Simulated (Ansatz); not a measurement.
# C₃H₄AlI: a ladder of functionals and wavefunction methods

How much do the methods differ for C₃H₄AlI? The plan is to run it at one geometry with functionals of several rungs and with coupled cluster. The yardstick is the atomisation energy at the CCSD(T) limit.

Method: functionals in def2-TZVPP, the program's frozen cores in correlated methods; program: Ansatz 0.2.0, Gaussian basis.

Plan: LDA (SPW92), PBE-D4, revPBE-D4, BLYP-D4, r2SCAN-D4, B97M-V, PBE0-D4, B3LYP-D4, r2SCANh-D4, r2SCAN0-D4, HSE06-D4, BHLYP-D4, CAM-B3LYP-D4, LC-ωPBE, ωB97X-V, ωB97M-V, B2PLYP, PBE-QIDH; CCSD(T)/def2-SVP; CCSD(T)/def2-TZVPP; MP2/def2-QZVPP; extrapolation to the limit; RPA on PBE.

1 further run of the same task is left out (for a known fault of the program). Runs told in other sessions of the task aren't counted.

**1. Structure used throughout**

All runs share one geometry, relaxed beforehand with PBE0-D4 in a triple-zeta def2 set. I takes the def2 core potential; no spin-orbit term is included.

SMILES `IC1=[CH][AlH][CH2]1`, 9 atoms, charge 0, spin multiplicity 1.

Atoms are counted from 1 here; the program's logs count them from 0.

Bond lengths: I1–C2 2.128 Å, C2–C3 1.343 Å, C2–C5 1.506 Å, C3–Al4 1.916 Å, C3–H6 1.081 Å, Al4–C5 1.972 Å, Al4–H7 1.583 Å, C5–H8 1.092 Å, C5–H9 1.092 Å. Angles: I1–C2–C3 123.4°, I1–C2–C5 119.0°, C3–C2–C5 117.6°, C2–C3–Al4 85.4°, C2–C3–H6 124.4°, Al4–C3–H6 150.2°, C3–Al4–C5 77.7°, C3–Al4–H7 140.8°, C5–Al4–H7 141.5°, C2–C5–Al4 79.3°, C2–C5–H8 112.8°, C2–C5–H9 112.8°, Al4–C5–H8 120.4°, Al4–C5–H9 120.4°, H8–C5–H9 108.0°.

**2. LDA**

This LDA is Slater exchange with PW92 correlation.

Contents of in.yaml:

```yaml
crystal:
  periodic: [false, false, false]
  atoms:
    - {symbol: I, position_ang: [0.697020, -2.508184, 1.269545]}
    - {symbol: C, position_ang: [0.347526, -0.653371, 0.285721]}
    - {symbol: C, position_ang: [1.304827, 0.034141, -0.358342]}
    - {symbol: Al, position_ang: [-0.077981, 1.304690, -0.736309]}
    - {symbol: C, position_ang: [-1.040017, -0.067534, 0.303628]}
    - {symbol: H, position_ang: [2.334761, -0.283839, -0.439236]}
    - {symbol: H, position_ang: [-0.305718, 2.686555, -1.474489]}
    - {symbol: H, position_ang: [-1.777679, -0.710814, -0.180443]}
    - {symbol: H, position_ang: [-1.394138, 0.152056, 1.312925]}
basis:
  gaussian: {orbitals: def2-TZVPP}
hamiltonian: {xc: lda}
output: {orbitals: {seedname: orbitals}}
```

On the command line:

```bash
> ansatz run in.yaml --threads 4 --pin off --events-out ev --progress --plain --max-ram 10444MiB
```

Further steps of the session: PBE-D4 (GGA); revPBE-D4 (GGA); BLYP-D4 (GGA); r2SCAN-D4 (meta-GGA); B97M-V (meta-GGA); B3LYP-D4 (hybrid); r2SCANh-D4 (hybrid); r2SCAN0-D4 (hybrid); HSE06-D4 (hybrid); BHLYP-D4 (hybrid); CAM-B3LYP-D4 (range-separated); LC-ωPBE (range-separated); ωB97X-V (range-separated); ωB97M-V (range-separated); B2PLYP (double hybrid); PBE-QIDH (double hybrid); CCSD(T) in def2-SVP; CCSD(T) in def2-TZVPP; MP2 in def2-QZVPP; RPA on PBE orbitals.

Q: Predict the results of all the runs planned. Wanted: atomisation energy, CCSD(T)/CBS; farthest beyond LDA; mean size of error, GGA; mean size of error, meta-GGA; mean size of error, hybrid; mean size of error, range-separated; mean size of error, double hybrid; gap, smallest and largest; T1 diagnostic.

**Answer**, as computed:

```
                               quantity                                                                                                                       value
        atomisation energy, CCSD(T)/CBS                                                                                                               3299.2 kJ/mol
 functionals within 33.0 kJ/mol (1.0 %)  revPBE-D4, BLYP-D4, r2SCAN-D4, B97M-V, B3LYP-D4, r2SCANh-D4, r2SCAN0-D4, CAM-B3LYP-D4, LC-ωPBE, ωB97X-V, ωB97M-V, PBE-QIDH
                    farthest beyond LDA                                                                                                    BHLYP-D4 (-118.0 kJ/mol)
                mean size of error, GGA                                                                                                                 42.6 kJ/mol
           mean size of error, meta-GGA                                                                                                                 25.2 kJ/mol
             mean size of error, hybrid                                                                                                                 40.0 kJ/mol
    mean size of error, range-separated                                                                                                                 10.6 kJ/mol
      mean size of error, double hybrid                                                                                                                 25.3 kJ/mol
              gap, smallest and largest                                                                                   3.48 eV (LDA (SPW92)), 10.01 eV (LC-ωPBE)
                          T1 diagnostic                                                                                                                      0.0108
triples share of the correlation energy                                                                                                                       3.8 %
```

What this shows: The LDA atomisation energy is off by 509.1 kJ/mol (15 %): it overbinds. PBE-D4 misses by +99.1 kJ/mol. Double hybrids carry the basis error of their MP2 part in triple zeta, and no dispersion term here, so their miss is partly the set-up's. The rungs range-separated, meta-GGA, double hybrid miss on average by less than the doubt on the reference (33.0 kJ/mol), so they tie. Misses under about 33.0 kJ/mol are within the doubt on the reference itself, which lacks core-valence correlation, spin-orbit coupling and higher excitations, and its outer-core shells are covered unevenly. All levels share the lack of spin-orbit coupling, which lowers the free heavy atoms and so the true binding. Hartree-Fock recovers 72 % of the binding; the rest is correlation. CCSD(T) in def2-SVP is off by -171.9 kJ/mol, which most functionals beat. Orbital gaps span 3.5 to 10.0 eV; exact exchange widens them. Correlated methods include outer-core shells of I, which these sets cover unevenly.
